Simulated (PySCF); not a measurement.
# The bond of YI, level by level

One job finds the state of YI, follows it along the bond with each method and fits the curves.

Method: Y def2-TZVPP with ECP28, I def2-TZVPP with ECP28, scalar-relativistic core potentials; program: PySCF 2.14.0.

### Step 1. The job

A driver script around PySCF takes these settings:

* atoms: Y, I
* charge: 0
* basis: Y def2-TZVPP with ECP28, I def2-TZVPP with ECP28
* Hamiltonian: scalar-relativistic core potentials
* basis functions: 106
* electrons treated: 36
* masses in u: 88.9058, 126.9045
* levels: PBE0, PBE, r²SCAN, TPSSh, MN15, PW91, B2PLYP, HSE06, HF, MP2, SCS-MP2, CCSD, CCSD(T)
* grid: 80 radial by 434 angular points
* occupations: held fixed by the projection of orbital angular momentum
* dissociation limit: Y + I, each in its ground configuration
* starting distance in angstrom: 2.775
* values of 2S to try: 0, 2, 4

Launch:

```sh
OMP_NUM_THREADS=2 python dia.py task.json out
```

After this run come: The PBE0 curve of the state that the search chose; Excited determinants; PBE (GGA); r²SCAN (meta-GGA); TPSSh (hybrid meta-GGA); MN15; PW91 (GGA); B2PLYP (double hybrid); HSE06; RHF; Adding correlation.

Before running it: what results should come out? Wanted: for each run, Re; ωe; De; μ.

**Answer**, as computed:

Lowest PBE0 solution found, without spin–orbit coupling: ¹Σ⁺ (singlet), closed shell. State 2 has its PBE0 minimum 0.30 eV higher. State 3 has its PBE0 minimum 0.57 eV higher. State 4 has its PBE0 minimum 0.73 eV higher, as a spin-mixed determinant (⟨S²⟩ = 1.00), so this is no gap between pure states. The other levels ran on the lowest alone.

```csv
level,Re (Å),ωe (cm⁻¹),De (eV),μ (D)
RHF,2.861,198.2,3.00,-3.18
RHF-MP2,2.772,214.8,4.34,n/a
RHF-SCS-MP2,2.793,210.5,4.18,n/a
RHF-CCSD,2.805,208.7,3.94,n/a
RHF-CCSD(T),2.799,210.0,4.08,n/a
PBE,2.765,209.8,3.95,-2.23
PW91,2.763,210.7,3.98,-2.28
r²SCAN,2.767,213.9,3.78,-2.51
TPSSh,2.775,210.9,3.90,-2.55
PBE0,2.763,213.6,3.88,-2.56
HSE06,2.767,213.1,3.90,-2.61
MN15,2.765,211.4,3.85,-2.85
B2PLYP,2.784,210.2,3.92,-2.95
```

De is counted to Y + I in their ground configurations. A positive dipole means Y(−)I(+).

Differences from CCSD(T) in the same basis:

```csv
level,Re (mÅ),ωe (%)
RHF,+62,-5.6
RHF-MP2,-27,+2.3
RHF-SCS-MP2,-6,+0.3
RHF-CCSD,+7,-0.6
PBE,-33,-0.1
PW91,-36,+0.3
r²SCAN,-31,+1.9
TPSSh,-24,+0.4
PBE0,-36,+1.7
HSE06,-32,+1.5
MN15,-34,+0.7
B2PLYP,-15,+0.1
```

What this shows: Judged by CCSD(T) in the same basis: best bond length RHF-SCS-MP2 (-6 mÅ), worst RHF (+62 mÅ); best wavenumber PBE and B2PLYP (0.1 % off), worst RHF (-5.6 %). Among the levels with a De in the table, it runs from 3.00 eV (RHF) to 4.34 eV (RHF-MP2).

Correlated steps freeze 4 core orbitals. These are scalar-relativistic numbers at best; spin–orbit coupling would shift them, the dissociation energy most. B2PLYP dipoles, levels and charges come from its SCF part alone.
